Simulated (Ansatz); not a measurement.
# Cd2C (fluorite type): how the settings move a relaxation

Aim: see which settings change the result for Cd2C (fluorite type), by how much, and at what cost.

Method: reference: DFT, PBE, PAW with Ansatz's default frozen-core files, scalar-relativistic, in Ansatz 0.2.0.

## Step 1: The starting structure

The structure is cubic, space group Fm-3m (No. 225). The conventional cell has a = 6.011 Å, b = 6.011 Å, c = 6.011 Å, α = 90.00°, β = 90.00°, γ = 90.00°. Around C (site symmetry m-3m) lie 8 Cd at 2.60 Å. Cd (site symmetry -43m) has 4 C at 2.60 Å as nearest neighbours.

Structure file:

```cif
data_structure
_symmetry_space_group_name_H-M 'Fm-3m'
_symmetry_Int_Tables_number 225
_cell_length_a 6.0113
_cell_length_b 6.0113
_cell_length_c 6.0113
_cell_angle_alpha 90.000
_cell_angle_beta 90.000
_cell_angle_gamma 90.000
_cell_volume 217.22
loop_
_atom_site_label
_atom_site_type_symbol
_atom_site_symmetry_multiplicity
_atom_site_Wyckoff_symbol
_atom_site_fract_x
_atom_site_fract_y
_atom_site_fract_z
_atom_site_occupancy
C1 C 4 a 0.00000 0.00000 0.00000 1
Cd1 Cd 8 c 0.25000 0.75000 0.75000 1
```

## Step 2: Baseline

Input file input.yaml:

```yaml
crystal:
  lattice:
    - [0.0, 3.0056289091, 3.0056289091]
    - [3.0056289091, 0.0, 3.0056289091]
    - [3.0056289091, 3.0056289091, 0.0]
  atoms:
    - { symbol: C, position: [0.0, 0.0, 0.0] }
    - { symbol: Cd, position: [0.25, 0.25, 0.25] }
    - { symbol: Cd, position: [0.75, 0.75, 0.75] }
kpoints:
  mp_grid: { grid: [10, 10, 10] }
scf:
  occupations: { method: fermi_dirac, width: 0.03 }
hamiltonian:
  xc: pbe
  pseudopotentials: { kind: paw }
output:
  forces: true
  stress: true
relax:
  f_tol: 0.005
  max_steps: 80
  cell: {}
```

Started as:

```
$ ansatz run input.yaml --threads 1 --pin off --max-ram 4096MiB --backend cpu --events-out ev --progress --plain --runs-dir out
```

## Step 3: Changing settings: xc revpbe

Edit input.yaml of step 2 so:

```diff
@@ -14,3 +14,3 @@
 hamiltonian:
-  xc: pbe
+  xc: revpbe
   pseudopotentials: { kind: paw }
@@ -19,2 +19,6 @@
   stress: true
+  write_density: true
+  write_potential: true
+  elf: true
+  volumetric_format: npy
 relax:
```

Q: Predict the outcome of this session. Wanted: for each run, ending; energy change; pressure; gap; force.

**Answer**, as computed:

```csv
run,ending,energy change,pressure (GPa),gap (eV),force (eV/Å),cycles,time
reference,converged,-,0.0,0.00,0.00,37,40 s
1: xc revpbe,converged,not comparable,0.0,0.00,0.00,27,29 s
```

Times don't compare one to one where runs were asked for different outputs or read a saved state (see the inputs); cycles may leave out searches for a lower state.

A change of functional puts the total energy on another scale; the final volume goes from 51.01 to 52.43 Å³.
